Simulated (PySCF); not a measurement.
# Cl2H6NiP2 (trans-NiCl2(PH3)2): the cost of one run

Computed with PySCF 2.14.0 and routines of our own; the level stands in each step. Atoms count from 0.

## (1) The system as given

11 atoms, charge 0, states of the metal's open shell are computed; geometry from: GFN2-xTB, shaken.

## (2) Relaxing the molecule at B3LYP-D3(BJ)/def2-SVP

The job: settings as JSON, then the geometry in Å.

```
{"job": {"xc": "B3LYP", "basis": "def2-SVP", "d3": "d3bj", "grid": 1, "maxiter": 40, "kind": "geom"}, "charge": 0, "metal": "Ni", "open_shell": "d8"}
Ni     0.045390     0.004940    -0.004710
Cl     2.118240    -0.011470     0.006730
P     -0.000650     2.150570     0.073030
H     -1.028330     2.835430     0.703500
H     -0.154840     2.704410    -1.163090
H      1.073690     2.892480     0.483400
Cl    -2.076080    -0.004330    -0.050910
P      0.011240    -2.150600    -0.075220
H     -1.000100    -2.847210    -0.721400
H     -0.118710    -2.726400     1.165750
H      1.059680    -2.905890    -0.519670
```

On the command line:

```
$ OMP_NUM_THREADS=1 python lf_run.py task.json out
```

This one command runs all jobs of the session in turn.

Q: Estimate the wall time and peak memory of this first job on 1 thread of Arm Neoverse V2, shared host.

About 64 s, with a peak of 0.51 GiB.
